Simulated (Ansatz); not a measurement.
# CH5F2NOSi: the cost of one run

Method: RKS LDA/6-31G*, in Ansatz 0.2.0.

### Step 1. Starting point

Bond lengths: Si1–N2 1.820 Å, N2–H3 1.060 Å, N2–H4 1.060 Å, Si1–O5 1.680 Å, O5–C6 1.420 Å, C6–H7 1.110 Å, C6–H8 1.110 Å, C6–H9 1.110 Å, Si1–F10 1.589 Å, Si1–F11 1.589 Å. Angles (14 of 16 angles, heavy atoms first): N2–Si1–O5 109.4°, N2–Si1–F10 109.5°, N2–Si1–F11 109.5°, O5–Si1–F10 109.5°, O5–Si1–F11 109.5°, F10–Si1–F11 109.5°, Si1–O5–C6 125.0°, Si1–N2–H3 120.0°, Si1–N2–H4 120.0°, O5–C6–H7 109.5°, O5–C6–H8 109.5°, O5–C6–H9 109.5°, H3–N2–H4 120.0°, H7–C6–H8 109.4°.

Coordinates:

```xyz
11

Si    0.0000    0.0000    0.0000
N     0.0000    0.0000    1.8200
H    -0.8770   -0.2713    2.3500
H     0.8770    0.2713    2.3500
O     1.5842    0.0000   -0.5594
C     2.3503   -1.1632   -0.8360
H     1.7187   -1.9052   -1.3675
H     3.2179   -0.8926   -1.4733
H     2.7141   -1.6023    0.1163
F    -0.7489    1.2974   -0.5295
F    -0.7489   -1.2974   -0.5295
```

### Step 2. Preparing the start

File input.yaml:

```yaml
crystal:
  periodic: [false, false, false]
  atoms:
    - { symbol: Si, position_ang: [0.0, 0.0, 0.0] }
    - { symbol: "N", position_ang: [0.0, 0.0, 1.82] }
    - { symbol: H, position_ang: [-0.877, -0.2713, 2.35] }
    - { symbol: H, position_ang: [0.877, 0.2713, 2.35] }
    - { symbol: O, position_ang: [1.5842, 0.0, -0.5594] }
    - { symbol: C, position_ang: [2.3503, -1.1632, -0.836] }
    - { symbol: H, position_ang: [1.7187, -1.9052, -1.3675] }
    - { symbol: H, position_ang: [3.2179, -0.8926, -1.4733] }
    - { symbol: H, position_ang: [2.7141, -1.6023, 0.1163] }
    - { symbol: F, position_ang: [-0.7489, 1.2974, -0.5295] }
    - { symbol: F, position_ang: [-0.7489, -1.2974, -0.5295] }
basis:
  gaussian: { orbitals: "6-31G*" }
hamiltonian:
  xc: lda
relax:
  f_tol: 0.02
  max_steps: 40
output:
  orbitals: {}
```

Command:

```sh
$ ansatz run input.yaml --threads 4 --pin off --max-ram 5120MiB --backend cpu --events-out ev --progress --plain --runs-dir out
```

**Question.** How long does this run take on 4 threads of Arm Neoverse V1, shared host, and how much memory does it need?

About 19 s, with a peak of 0.18 GiB.
